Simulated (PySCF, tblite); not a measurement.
# C₈H₁₂: a rotation path, then NMR shifts on frames, part 2 of 2

tblite 0.8.0 and PySCF 2.14.0. Atoms count from 0. Earlier steps stand in the parts before.

### Step 5. Nuclear shieldings: image 3, PBE0/pcSseg-1

Job settings and geometry (Å):

```
{"job": {"kind": "nmr", "xc": "PBE0", "basis": "pcSseg-1", "pop": false}, "charge": 0, "multiplicity": 1}
C     -2.089400     2.192300    -0.468500
C     -0.862200     1.698500    -0.592900
C     -0.255500     0.648100     0.215400
C      0.984800     0.293700    -0.030300
C      2.208500    -0.053500    -0.278400
C      2.619900    -1.130500    -1.241400
C     -1.037400    -0.044800     1.309300
C     -1.174700    -1.537500     1.019700
H     -2.444000     2.977400    -1.113600
H     -2.793000     1.847800     0.269700
H     -0.211600     2.092400    -1.364400
H      3.028100     0.451000     0.223000
H      3.183700    -1.903100    -0.717400
H      1.750900    -1.584300    -1.710800
H      3.263100    -0.712000    -2.015800
H     -2.027100     0.398600     1.394200
H     -0.526200     0.099200     2.264700
H     -0.192500    -2.000100     0.963000
H     -1.749200    -2.028500     1.802100
H     -1.681200    -1.693800     0.069600
```

Method: GIAO PBE0/pcSseg-1 NMR shielding, non-relativistic, gas phase.

Output:

```text
coarse grid: 16128 points
cycle   1  E = -311.4696801025  dE =  9.164e-01  |g| = 4.256e-01  |ddm| = 4.128e+00
cycle   2  E = -311.4742009194  dE = -4.521e-03  |g| = 4.217e-01  |ddm| = 8.604e-01
cycle   3  E = -311.5214502019  dE = -4.725e-02  |g| = 3.489e-02  |ddm| = 4.223e-01
cycle   4  E = -311.5215892172  dE = -1.390e-04  |g| = 2.498e-02  |ddm| = 6.144e-02
cycle   5  E = -311.5217394405  dE = -1.502e-04  |g| = 7.870e-03  |ddm| = 2.875e-02
cycle   6  E = -311.5217548262  dE = -1.539e-05  |g| = 1.990e-03  |ddm| = 9.613e-03
cycle   7  E = -311.5217558005  dE = -9.743e-07  |g| = 4.271e-04  |ddm| = 2.584e-03
final grid: 154128 points
cycle   8  E = -311.5713761766  dE = -4.224e-05  |g| = 8.273e-03  |ddm| = 4.970e-02
cycle   9  E = -311.5713737158  dE =  2.461e-06  |g| = 8.897e-03  |ddm| = 1.687e-02
cycle  10  E = -311.5713942413  dE = -2.053e-05  |g| = 1.271e-03  |ddm| = 9.454e-03
cycle  11  E = -311.5713946361  dE = -3.947e-07  |g| = 2.629e-04  |ddm| = 1.317e-03
cycle  12  E = -311.5713946514  dE = -1.529e-08  |g| = 9.588e-05  |ddm| = 3.427e-04
cycle  13  E = -311.5713946535  dE = -2.196e-09  |g| = 3.052e-05  |ddm| = 1.234e-04
cycle  14  E = -311.5713946538  dE = -2.116e-10  |g| = 1.053e-05  |ddm| = 3.829e-05
converged SCF energy = -311.5713946538

GIAO shielding tensors (ppm)
atom      isotropic    diamagn.    paramagn.     s11        s22        s33       span
  0 C       70.979     255.096    -184.117    -34.885     74.637    173.185    208.071
  1 C       43.940     250.515    -206.575    -69.747     52.659    148.907    218.654
  2 C       72.695     262.597    -189.902      0.864     65.170    152.052    151.188
  3 C      -36.813     261.522    -298.335    -55.397    -42.100    -12.944     42.453
  4 C       92.949     263.099    -170.150      6.149    110.887    161.809    155.660
  5 C      168.403     249.469     -81.065    160.459    160.968    183.783     23.324
  6 C      165.835     247.379     -81.544    155.344    169.450    172.709     17.365
  7 C      168.517     248.748     -80.231    151.248    169.148    185.156     33.907
  8 H       26.397      28.489      -2.091     24.263     25.124     29.805      5.541
  9 H       26.291      33.002      -6.711     23.546     24.461     30.866      7.320
 10 H       25.207      32.354      -7.146     22.863     24.164     28.594      5.731
 11 H       26.102      31.822      -5.720     23.055     27.532     27.718      4.663
 12 H       29.824      28.977       0.848     25.945     27.587     35.940      9.995
 13 H       29.992      31.863      -1.872     26.335     29.691     33.949      7.614
 14 H       29.823      28.536       1.287     25.710     27.488     36.271     10.561
 15 H       29.554      33.436      -3.882     24.244     29.040     35.378     11.134
 16 H       29.592      30.981      -1.389     25.419     27.543     35.815     10.396
 17 H       30.583      32.082      -1.499     25.902     29.991     35.856      9.953
 18 H       30.602      29.125       1.477     25.949     27.740     38.115     12.166
 19 H       30.667      31.581      -0.913     27.312     28.932     35.758      8.445
```

Wall time 75 s (1 thread of Intel Xeon at 2.50GHz, shared host); peak memory 0.89 GiB.

In short: δ C3 223.7, C1 143.0, C0 115.9, C2 114.2, H10 6.51, H11 5.62 ppm.

### Step 6. Nuclear shieldings: image 5, PBE0/pcSseg-1

Job settings and geometry (Å):

```
{"job": {"kind": "nmr", "xc": "PBE0", "basis": "pcSseg-1", "pop": false}, "charge": 0, "multiplicity": 1}
C     -2.041300     2.347400    -0.429400
C     -0.838400     1.797900    -0.556300
C     -0.324100     0.646200     0.174000
C      0.907400     0.251800    -0.051000
C      2.119600    -0.145000    -0.278800
C      2.510100    -1.163000    -1.311500
C     -1.189300    -0.085100     1.175500
C     -0.916000    -1.584600     1.156000
H     -2.329100     3.199600    -1.020800
H     -2.785400     1.982900     0.257400
H     -0.138100     2.216400    -1.268900
H      2.942400     0.265300     0.297600
H      3.007100    -2.006200    -0.830400
H      1.637100    -1.527300    -1.846600
H      3.206900    -0.723600    -2.025200
H     -2.239400     0.090300     0.944400
H     -0.995000     0.316800     2.174900
H      0.124100    -1.782800     1.401100
H     -1.550800    -2.102300     1.871300
H     -1.113000    -1.984200     0.163600
```

Method: GIAO PBE0/pcSseg-1 NMR shielding, non-relativistic, gas phase.

Output:

```text
coarse grid: 16128 points
cycle   1  E = -311.4702602421  dE =  9.227e-01  |g| = 4.272e-01  |ddm| = 4.141e+00
cycle   2  E = -311.4746667340  dE = -4.406e-03  |g| = 4.235e-01  |ddm| = 8.733e-01
cycle   3  E = -311.5223784289  dE = -4.771e-02  |g| = 3.405e-02  |ddm| = 4.341e-01
cycle   4  E = -311.5225034696  dE = -1.250e-04  |g| = 2.507e-02  |ddm| = 5.775e-02
cycle   5  E = -311.5226476649  dE = -1.442e-04  |g| = 7.628e-03  |ddm| = 2.614e-02
cycle   6  E = -311.5226613580  dE = -1.369e-05  |g| = 2.271e-03  |ddm| = 8.937e-03
cycle   7  E = -311.5226626596  dE = -1.302e-06  |g| = 5.625e-04  |ddm| = 3.004e-03
final grid: 154128 points
cycle   8  E = -311.5721826979  dE = -4.358e-05  |g| = 8.534e-03  |ddm| = 5.435e-02
cycle   9  E = -311.5721804993  dE =  2.199e-06  |g| = 9.057e-03  |ddm| = 1.812e-02
cycle  10  E = -311.5722019686  dE = -2.147e-05  |g| = 1.099e-03  |ddm| = 9.639e-03
cycle  11  E = -311.5722022581  dE = -2.895e-07  |g| = 2.931e-04  |ddm| = 1.162e-03
cycle  12  E = -311.5722022773  dE = -1.920e-08  |g| = 1.076e-04  |ddm| = 3.659e-04
cycle  13  E = -311.5722022802  dE = -2.865e-09  |g| = 3.103e-05  |ddm| = 1.347e-04
cycle  14  E = -311.5722022804  dE = -2.159e-10  |g| = 9.385e-06  |ddm| = 3.416e-05
converged SCF energy = -311.5722022804

GIAO shielding tensors (ppm)
atom      isotropic    diamagn.    paramagn.     s11        s22        s33       span
  0 C       70.478     254.687    -184.210    -35.047     73.391    173.091    208.138
  1 C       42.960     250.316    -207.356    -70.965     51.186    148.658    219.624
  2 C       72.705     263.093    -190.388      5.150     64.364    148.600    143.450
  3 C      -36.051     261.809    -297.860    -53.833    -41.404    -12.914     40.919
  4 C       92.156     263.103    -170.947      3.566    110.757    162.144    158.578
  5 C      168.057     249.356     -81.299    160.077    160.415    183.679     23.602
  6 C      165.893     248.176     -82.282    157.662    168.906    171.112     13.450
  7 C      171.305     248.978     -77.673    157.397    171.833    184.685     27.288
  8 H       26.403      28.239      -1.836     24.289     25.138     29.782      5.494
  9 H       26.355      32.669      -6.314     23.510     24.539     31.016      7.505
 10 H       25.123      32.330      -7.208     22.715     24.046     28.607      5.893
 11 H       26.113      32.018      -5.905     23.131     27.433     27.775      4.644
 12 H       29.823      29.020       0.802     25.905     27.674     35.889      9.984
 13 H       29.986      31.754      -1.769     26.405     29.663     33.889      7.484
 14 H       29.800      28.477       1.323     25.640     27.455     36.306     10.666
 15 H       29.632      33.332      -3.700     23.882     29.509     35.504     11.622
 16 H       29.639      30.831      -1.192     25.556     27.316     36.045     10.490
 17 H       30.303      32.101      -1.798     25.532     29.859     35.518      9.987
 18 H       30.609      29.014       1.595     25.775     28.006     38.047     12.272
 19 H       30.875      31.965      -1.090     27.682     28.674     36.268      8.586
```

Wall time 70 s (1 thread of Intel Xeon at 2.50GHz, shared host); peak memory 0.86 GiB.

In short: δ C3 223.0, C1 144.0, C0 116.4, C2 114.2, H10 6.59, H11 5.60 ppm.

### Step 7. NMR shieldings: image 8, PBE0/pcSseg-1

Job settings and geometry (Å):

```
{"job": {"kind": "nmr", "xc": "PBE0", "basis": "pcSseg-1", "pop": false}, "charge": 0, "multiplicity": 1}
C     -1.962600     2.421000    -0.343900
C     -0.761300     1.867500    -0.462100
C     -0.350600     0.590100     0.109100
C      0.868300     0.154600    -0.097600
C      2.065700    -0.281300    -0.331800
C      2.437600    -1.149600    -1.498200
C     -1.340400    -0.196400     0.934900
C     -0.765600    -1.503400     1.464200
H     -2.186600     3.369900    -0.800700
H     -2.766500     1.960000     0.203400
H      0.009900     2.378300    -1.025200
H      2.879800    -0.025200     0.337400
H      2.858400    -2.090000    -1.142900
H      1.566900    -1.361300    -2.113300
H      3.191100    -0.654000    -2.109800
H     -2.216500    -0.408200     0.315400
H     -1.668600     0.426700     1.771900
H      0.094500    -1.310600     2.101500
H     -1.514800    -2.039500     2.042900
H     -0.443800    -2.138100     0.641700
```

With the program's defaults for keys left out, this is: GIAO PBE0/pcSseg-1 NMR shielding, non-relativistic, gas phase.

Output:

```text
coarse grid: 16128 points
cycle   1  E = -311.4723434144  dE =  9.244e-01  |g| = 4.284e-01  |ddm| = 4.147e+00
cycle   2  E = -311.4767801490  dE = -4.437e-03  |g| = 4.243e-01  |ddm| = 8.667e-01
cycle   3  E = -311.5247683985  dE = -4.799e-02  |g| = 3.485e-02  |ddm| = 4.356e-01
cycle   4  E = -311.5248713708  dE = -1.030e-04  |g| = 2.786e-02  |ddm| = 5.741e-02
cycle   5  E = -311.5250492185  dE = -1.778e-04  |g| = 7.751e-03  |ddm| = 2.814e-02
cycle   6  E = -311.5250632649  dE = -1.405e-05  |g| = 2.377e-03  |ddm| = 9.176e-03
cycle   7  E = -311.5250647006  dE = -1.436e-06  |g| = 5.540e-04  |ddm| = 3.054e-03
final grid: 154128 points
cycle   8  E = -311.5746299045  dE = -5.115e-05  |g| = 8.887e-03  |ddm| = 6.210e-02
cycle   9  E = -311.5746274465  dE =  2.458e-06  |g| = 9.447e-03  |ddm| = 1.864e-02
cycle  10  E = -311.5746508341  dE = -2.339e-05  |g| = 1.121e-03  |ddm| = 9.923e-03
cycle  11  E = -311.5746511296  dE = -2.955e-07  |g| = 3.471e-04  |ddm| = 1.237e-03
cycle  12  E = -311.5746511573  dE = -2.771e-08  |g| = 1.145e-04  |ddm| = 4.108e-04
cycle  13  E = -311.5746511606  dE = -3.283e-09  |g| = 3.066e-05  |ddm| = 1.415e-04
cycle  14  E = -311.5746511608  dE = -2.050e-10  |g| = 1.043e-05  |ddm| = 3.477e-05
converged SCF energy = -311.5746511608

GIAO shielding tensors (ppm)
atom      isotropic    diamagn.    paramagn.     s11        s22        s33       span
  0 C       70.369     254.835    -184.466    -35.140     73.735    172.512    207.651
  1 C       42.207     250.548    -208.341    -72.147     50.441    148.327    220.474
  2 C       73.694     263.334    -189.639      8.553     65.556    146.974    138.420
  3 C      -34.635     261.093    -295.728    -52.417    -37.460    -14.026     38.391
  4 C       92.216     263.450    -171.234      3.432    110.516    162.700    159.268
  5 C      168.262     249.313     -81.050    160.353    160.472    183.960     23.607
  6 C      163.558     249.227     -85.670    158.183    165.568    166.923      8.740
  7 C      173.067     247.865     -74.798    165.717    171.075    182.410     16.693
  8 H       26.461      28.202      -1.741     24.384     25.182     29.817      5.432
  9 H       26.428      32.530      -6.102     23.573     24.640     31.072      7.498
 10 H       25.025      32.427      -7.403     22.745     23.865     28.465      5.720
 11 H       26.063      32.402      -6.339     23.245     27.100     27.845      4.600
 12 H       29.845      29.042       0.804     25.794     27.767     35.975     10.180
 13 H       29.998      31.657      -1.660     26.387     29.610     33.997      7.609
 14 H       29.794      28.406       1.389     25.624     27.456     36.303     10.679
 15 H       29.616      32.581      -2.965     24.719     29.101     35.030     10.311
 16 H       29.667      31.817      -2.150     24.589     29.113     35.301     10.712
 17 H       30.563      31.376      -0.813     26.518     28.941     36.229      9.711
 18 H       30.482      28.549       1.933     25.628     28.164     37.652     12.024
 19 H       30.650      31.983      -1.332     26.308     29.428     36.215      9.906
```

Run time: 73 s. Hardware: 1 thread of Intel Xeon at 2.50GHz, shared host; peak memory 0.9 GiB.

This run: δ C3 221.6, C1 144.7, C0 116.6, C2 113.2, H10 6.69, H11 5.65 ppm.

### Step 8. Comparing the runs: NMR shifts

Shifts (ppm) of some atoms, chosen among heavy atoms and hydrogens apart, with basis size and wall time:

```
  frame     C3     C1    C4    C6    C7   H19   H17  functions  time
image 0  222.1  142.5  90.9  27.5  17.3  1.50  0.95        196  71 s
image 1  223.0  143.0  91.9  25.0  18.7  1.32  0.98        196  73 s
image 3  223.7  143.0  94.0  21.1  18.4  1.05  1.13        196  75 s
image 5  223.0  144.0  94.8  21.0  15.6  0.84  1.41        196  70 s
image 8  221.6  144.7  94.7  23.4  13.9  1.07  1.15        196  73 s
```

### Step 9. Summary of results

The summary covers parts 1 to 2.

| quantity | value |
| --- | --- |
| barrier | 0.054 eV (1.2 kcal/mol) at image 3 |
| end to end (GFN2-xTB) | -0.013 eV |
| ¹³C shifts against TMS (PBE0/pcSseg-1, image 0) | 222.1, 142.5, 116.9, 112.5, 90.9, 27.5, 18.5, 17.3 ppm |
| ¹H shifts against TMS (PBE0/pcSseg-1, image 0) | 6.52, 5.49, 5.33, 5.31, 2.38, 2.23, 1.89, 1.87, 1.72, 1.50, 1.14, 0.95 ppm |
| range of the shift of C6 | 21.0 to 27.5 ppm |

What this shows: Along the band the dihedral turns by 101°, and the top (dihedral 118°) lies 1.2 kcal/mol above the start (GFN2-xTB, rough), so at room temperature this motion is fast. Ends this close can change order at a higher level. The top was not checked by a frequency run. Shifts at one fixed geometry are not the observed spectrum, which averages over the motion. In the first frame run (image 0): Shielding is most anisotropic at C1 (span 222 ppm, paramagnetic term -207 ppm). Across the 5 runs the shift of C6 moves most, between 21.0 (image 5) and 27.5 ppm (image 0).
